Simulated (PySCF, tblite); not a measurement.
# C7H17NSi: geometry, infrared bands and NMR shifts

Wanted: the infrared bands and NMR shifts of C7H17NSi (`[H]/N=C/C(C)(C)[SiH2]CCC`), by calculation.

Programs: tblite 0.8.0 and PySCF 2.14.0, with density-fitted response routines of our own. Each step states its level of theory. These are calculated values for one molecule in the gas phase, unless marked as measured. Atoms count from 0, in the outputs and in this text.

### 1 The molecule as given

26 atoms, charge 0, multiplicity 1; geometry from: force field or distance geometry start.

Bonds of the start (Å): C0–C1 1.54, C1–C2 1.52, C2–Si3 1.89, Si3–C4 1.96, C4–C5 1.55, C4–C6 1.55, C4–C7 1.52, C7–N8 1.30, C0–H9 1.10, C0–H10 1.09, C0–H11 1.08, C1–H12 1.11, C1–H13 1.09, C2–H14 1.09, C2–H15 1.10, Si3–H16 1.49, Si3–H17 1.47, C5–H18 1.11, C5–H19 1.09, C5–H20 1.09, C6–H21 1.09, C6–H22 1.09, C6–H23 1.10, C7–H24 1.11, N8–H25 1.03.

### 2 Optimising the geometry with GFN2-xTB

The job: settings as JSON, then the geometry in Å.

```
{"job": {"kind": "relax", "xc": "GFN2-xTB", "basis": "xTB"}, "charge": 0, "multiplicity": 1}
C      3.897500    -0.496400     0.390000
C      2.796900     0.529700     0.072900
C      1.423100    -0.126100     0.080700
Si    -0.009500     1.053400    -0.301200
C     -1.722300     0.114400    -0.215800
C     -2.887200     1.088600    -0.523600
C     -1.772500    -1.032900    -1.251400
C     -1.921000    -0.392100     1.203100
N     -1.828000    -1.650100     1.510300
H      3.729800    -0.947900     1.379600
H      3.898800    -1.293900    -0.359400
H      4.867600    -0.014300     0.391600
H      2.838400     1.329100     0.839500
H      3.014300     0.984100    -0.894200
H      1.394300    -0.920800    -0.662500
H      1.228200    -0.586300     1.065600
H     -0.038700     2.143900     0.716000
H      0.155900     1.641500    -1.641300
H     -2.903500     1.930600     0.192500
H     -3.844900     0.581300    -0.434500
H     -2.811300     1.515600    -1.526700
H     -1.660900    -0.663400    -2.272300
H     -2.723700    -1.561500    -1.178700
H     -0.988600    -1.782300    -1.076000
H     -2.143000     0.353900     1.988900
H     -2.011000    -1.775500     2.520200
```

On the command line:

```
OMP_NUM_THREADS=1 python probes_run.py task.json out
```

This one command runs all jobs of the session in turn.

**Question.** This job is followed by: GFN2-xTB harmonic vibrations, gas phase; GIAO PBE0/pcSseg-1 NMR shielding, non-relativistic, gas phase. What will the session give for the following? strongest single infrared mode (GFN2-xTB); zero-point energy (GFN2-xTB); 13C shifts against TMS (PBE0/pcSseg-1, means over atoms taken as alike); 1H shifts against TMS (PBE0/pcSseg-1, means over atoms taken as alike); 29Si shifts against TMS (PBE0/pcSseg-1); 15N shifts against NH3 (PBE0/pcSseg-1).

As calculated:

| quantity | value |
| --- | --- |
| strongest single infrared mode (GFN2-xTB) | 2202 cm⁻¹, 414 km/mol |
| zero-point energy (GFN2-xTB) | 139.8 kcal/mol |
| 13C shifts against TMS (PBE0/pcSseg-1, means over atoms taken as alike) | 183.1, 35.8, 23.1, 21.8, 20.9, 13.2 ppm |
| 1H shifts against TMS (PBE0/pcSseg-1, means over atoms taken as alike) | 10.53, 8.44, 3.90, 1.28, 1.21, 1.08, 0.66 ppm |
| 29Si shifts against TMS (PBE0/pcSseg-1) | -24.1 ppm |
| 15N shifts against NH3 (PBE0/pcSseg-1) | 344.7 ppm |

Over 54 steps the energy fell by 0.203 eV; of the close pairs, C7–N8 changed most, 1.298 to 1.259 Å. All 72 modes are real, so the xTB geometry is a minimum. The strongest single mode, at 2202 cm⁻¹, moves mainly H16. GFN2-xTB is a fitted tight-binding method: band positions and strengths are rough. Its intensities can rank the bands wrongly. At PBE0/pcSseg-1: Shielding is most anisotropic at N8 (span 633 ppm, paramagnetic term -399 ppm).
